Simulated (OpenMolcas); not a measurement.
**Os²⁺ among point charges: CASSCF and CASPT2 levels and susceptibility**

How does a field of 8 point charges split the states of Os²⁺, and what χT follows?

Method: state-averaged CASSCF and CASPT2, spin-orbit coupling by RASSI with atomic mean-field integrals. Code: OpenMolcas 26.06.

### Step 1. The atom as given

```
Species                           : Os²⁺ (osmium, Z = 76, 74 electrons)
Basis                             : ANO-RCC-VDZP [7s6p4d2f1g], 68 functions
Scalar Hamiltonian                : DKH2, point nucleus
Inactive shells                   : 1s 2s 2p 3s 3p 3d 4s 4p 4d 4f 5s 5p
Active space                      : 6 electrons in 5 orbitals (5d)
Some configurations of this space : 5d⁶
Orbitals                          : optimised for each spin and parity, averaged over all roots
```

Outer shells as boxes (Hund's rule):

5d6
```
5d [↑↓][↑ ][↑ ][↑ ][↑ ]
```

The ion sits among 8 point charges of -0.78 e arranged as a cube (Oh), 1.94 Å from the ion.

Each step is its own input file, run in one work folder so that later steps find the files of earlier ones. Labels, J, g values, rates, χT and fits are worked out afterwards by a script from the matrices that RASSI stores. The input lists half of the charges; inversion (Group=XYZ) makes the rest.

### Step 2. Basis and integrals

a.inp reads:

```
&GATEWAY
Coord
1

Os 0.0 0.0 0.0
Basis=ANO-RCC-VDZP
Group=XYZ
NoMove
AngMom=0.0 0.0 0.0
AMFI
XField
4 Angstrom 0
1.120060 1.120060 1.120060 -0.780000
1.120060 1.120060 -1.120060 -0.780000
1.120060 -1.120060 1.120060 -0.780000
1.120060 -1.120060 -1.120060 -0.780000
&SEWARD
```

On the command line:

```console
$ OMP_NUM_THREADS=1 MOLCAS_MEM=1689 MOLCAS_PROJECT=a pymolcas a.inp > a.log
```

### Step 3. Reference wave functions, quintets of even parity, 5 roots

a.inp reads:

```
&RASSCF
FileOrb=start.orb
Symmetry=1
Spin=5
nActEl=6 0 0
Inactive=15 19
Ras2=5 0
CIRoot=5 5 1
SDav=5
CIMx=300
Iter=120 100
PrWF=0.3
OrbListing=Nothing
MaxOrb=0
>>> COPY $Project.JobIph JOB001
```

start.orb holds the contracted functions of the basis, ordered by shell, or the orbitals of the step before.

### Step 4. Reference wave functions, triplets of even parity, 45 roots

a.inp reads:

```
&RASSCF
FileOrb=start.orb
Symmetry=1
Spin=3
nActEl=6 0 0
Inactive=15 19
Ras2=5 0
CIRoot=45 45 1
SDav=45
CIMx=300
Iter=120 100
PrWF=0.3
OrbListing=Nothing
MaxOrb=0
>>> COPY $Project.JobIph JOB002
```

### Step 5. CASSCF: singlets of even parity, 50 roots

a.inp reads:

```
&RASSCF
FileOrb=start.orb
Symmetry=1
Spin=1
nActEl=6 0 0
Inactive=15 19
Ras2=5 0
CIRoot=50 50 1
SDav=50
CIMx=300
Iter=120 100
PrWF=0.3
OrbListing=Nothing
MaxOrb=0
>>> COPY $Project.JobIph JOB003
```

### Step 6. RASSI: spin-orbit coupling between the states

a.inp reads:

```
&RASSI
NrOfJobIphs=3 5 45 50
1 2 3 4 5
1 2 3 4 5 6 7 8 9 10 11 12 13 14 15 16 17 18 19 20 21 22 23 24 25 26 27
28 29 30 31 32 33 34 35 36 37 38 39 40 41 42 43 44 45
1 2 3 4 5 6 7 8 9 10 11 12 13 14 15 16 17 18 19 20 21 22 23 24 25 26 27
28 29 30 31 32 33 34 35 36 37 38 39 40 41 42 43 44 45 46 47 48 49 50
IphNames
JOB001
JOB002
JOB003
EJob
SpinOrbit
DIPRint=1.0
SOCoupling=1000.0
Subsets=2
Property=9
'ANGMOM' 1 'ANGMOM' 2 'ANGMOM' 3 'MLTPL  1' 1 'MLTPL  1' 2 'MLTPL  1' 3
'AMFI' 1 'AMFI' 2 'AMFI' 3
SOProperty=3
'ANGMOM' 1 'ANGMOM' 2 'ANGMOM' 3
```

### Step 7. CASPT2: IPEA 0.25, imaginary shift 0.1 (closed shells correlated: 5s 5p)

a.inp reads:

```
>>> COPY JOB001 $Project.JobIph
&CASPT2
Multistate=5 1 2 3 4 5
NoMult
Frozen=14 16
IPEA=0.25
Imaginary=0.1
MaxIter=60
WThr=0.0 0.3 0.05
PrWF=0.5
NoMix
>>> COPY JOB002 $Project.JobIph
&CASPT2
Multistate=45 1 2 3 4 5 6 7 8 9 10 11 12 13 14 15 16 17 18 19 20 21 22
23 24 25 26 27 28 29 30 31 32 33 34 35 36 37 38 39 40 41 42 43 44 45
NoMult
Frozen=14 16
IPEA=0.25
Imaginary=0.1
MaxIter=60
WThr=0.0 0.3 0.05
PrWF=0.5
NoMix
>>> COPY JOB003 $Project.JobIph
&CASPT2
Multistate=50 1 2 3 4 5 6 7 8 9 10 11 12 13 14 15 16 17 18 19 20 21 22
23 24 25 26 27 28 29 30 31 32 33 34 35 36 37 38 39 40 41 42 43 44 45 46
47 48 49 50
NoMult
Frozen=14 16
IPEA=0.25
Imaginary=0.1
MaxIter=60
WThr=0.0 0.3 0.05
PrWF=0.5
NoMix
```

(Steps that only read results are left out.)

Before running it: what results should come out? Wanted: spin-free ground state; first state of the same spin within the active space; lowest level; next level.

**Answer**, as computed:

| quantity | value |
| --- | --- |
| method | SS-CASPT2, IPEA 0.25, imaginary shift 0.1 (closed shells correlated: 5s 5p) |
| spin-free ground state | 5E, 2-fold in its orbital part |
| first state of the same spin within the active space | 5T2 at 8240 cm⁻¹ |
| lowest level | 1-fold A1 |
| next level | 158.2 cm⁻¹ |
| χT at 300 K | 3.44 cm³ K/mol |
| effective moment at 300 K | 5.25 μB |

Cost by method:

| method | time of its own steps | time with the reference |
| --- | --- | --- |
| A. CASSCF | 22 s | 22 s |
| B. SS-CASPT2, IPEA 0.25, imaginary shift 0.1, +5s 5p | 9.3 s | 31 s |

Times are of one thread on a shared host.

What this shows: The spin-free ground state (5E) comes to 100 % from free-ion D terms and keeps the highest spin of the shell. χT at 300 K is 3.44, against 3.01 cm³ K/mol for the spin alone, so orbital moment adds to it. An active space of the d shell alone favours high spin; real ions in strong fields can be low spin. CASPT2 does not keep the components of a term degenerate, and the means are used. An orbital doublet at a regular site is open to a Jahn-Teller distortion, which this geometry leaves out. The field of point charges can differ much from that of real complexes. With metal d orbitals alone active, the gaps between spin states are rough; where two lie within a few thousand cm-1, their order is open. Point charges carry no covalency, so the field is a model and not that of real ligands.
